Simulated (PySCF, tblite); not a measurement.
# CH14BN3Si2: geometry, infrared bands and NMR shifts

Aim: predict the infrared bands and NMR shifts of CH14BN3Si2 (`CN[B@@H-](N[SiH3])[NH2+][SiH3]`).

Computed with tblite 0.8.0 and PySCF 2.14.0, with density-fitted response routines of our own, on a single molecule in the gas phase. Atoms are numbered from 0 throughout.

## (1) Starting geometry

21 atoms, charge 0, multiplicity 1; geometry from: force field or distance geometry start.

Bonds of the start (Å): C0–N1 1.44, N1–B2 1.53, B2–N3 1.55, N3–Si4 1.81, B2–N5 1.50, N5–Si6 1.80, C0–H7 1.12, C0–H8 1.12, C0–H9 1.11, N1–H10 1.06, B2–H11 1.21, N3–H12 1.04, Si4–H13 1.48, Si4–H14 1.48, Si4–H15 1.47, N5–H16 1.04, N5–H17 1.04, Si6–H18 1.47, Si6–H19 1.49, Si6–H20 1.45.

## (2) Relaxing the molecule with GFN2-xTB

Job settings and geometry (Å):

```
{"job": {"kind": "relax", "xc": "GFN2-xTB", "basis": "xTB"}, "charge": 0, "multiplicity": 1}
C     -0.569100     2.401700    -0.217800
N      0.412000     1.356900    -0.349500
B     -0.114600     0.043200     0.238200
N     -1.119300    -0.573300    -0.763500
Si    -2.129400    -1.838300     0.038300
N      0.962300    -0.971500     0.499800
Si     2.599700    -0.379000     0.046400
H     -0.336900     3.060100     0.662200
H     -0.492300     3.072000    -1.107300
H     -1.602000     1.989500    -0.171400
H      1.282400     1.605100     0.196100
H     -0.764900     0.253700     1.234300
H     -1.755400     0.183600    -1.096700
H     -2.527500    -2.797600    -1.015700
H     -3.346400    -1.149200     0.521600
H     -1.421500    -2.522100     1.130600
H      1.002200    -1.157500     1.526000
H      0.747800    -1.841900    -0.023700
H      3.498100    -1.535500     0.181500
H      3.050400     0.609200     1.062500
H      2.615400     0.207800    -1.282800
```

Command:

```sh
> OMP_NUM_THREADS=1 python probes_run.py task.json out
```

One launch serves the whole session: the jobs run in the order shown.

**Question.** This job is followed by: GFN2-xTB harmonic vibrations, gas phase; GIAO PBE0/pcSseg-1 NMR shielding, non-relativistic, gas phase. Predict these results of the whole session: strongest single infrared mode (GFN2-xTB); zero-point energy (GFN2-xTB); ¹³C shifts against TMS (PBE0/pcSseg-1); ¹H shifts against TMS (PBE0/pcSseg-1); ¹⁵N shifts against NH3 (PBE0/pcSseg-1); ¹¹B shifts against BF3·OEt2 (PBE0/pcSseg-1); ²⁹Si shifts against TMS (PBE0/pcSseg-1).

As calculated:

| quantity | value |
| --- | --- |
| strongest single infrared mode (GFN2-xTB) | 2251 cm⁻¹, 448 km/mol |
| zero-point energy (GFN2-xTB) | 97.8 kcal/mol |
| ¹³C shifts against TMS (PBE0/pcSseg-1) | 29.6 ppm |
| ¹H shifts against TMS (PBE0/pcSseg-1) | 4.84, 4.72, 4.68, 4.68, 4.55, 4.47, 4.10, 3.01, 2.92, 2.86, 2.80, 1.89, 1.10, -0.22 ppm |
| ¹⁵N shifts against NH3 (PBE0/pcSseg-1) | 89.5, 54.0, 6.6 ppm |
| ¹¹B shifts against BF3·OEt2 (PBE0/pcSseg-1) | 25.2 ppm |
| ²⁹Si shifts against TMS (PBE0/pcSseg-1) | -55.2, -58.8 ppm |

The optimisation took 200 steps and gained 2.027 eV; among the close pairs (by a distance rule), B2–N5 changed most, from 1.503 to 3.324 Å. No mode is imaginary among the 57: a minimum at this level. The strongest single mode, at 2251 cm⁻¹, moves mainly H20. Unscaled tight-binding wavenumbers are off by several per cent, some by more. Its intensities can rank the bands wrongly. The structure rearranged or came apart on optimisation; the results belong to the end geometry, not to the formula as drawn. Shifts at one fixed geometry are not the observed spectrum, which averages over the motion.
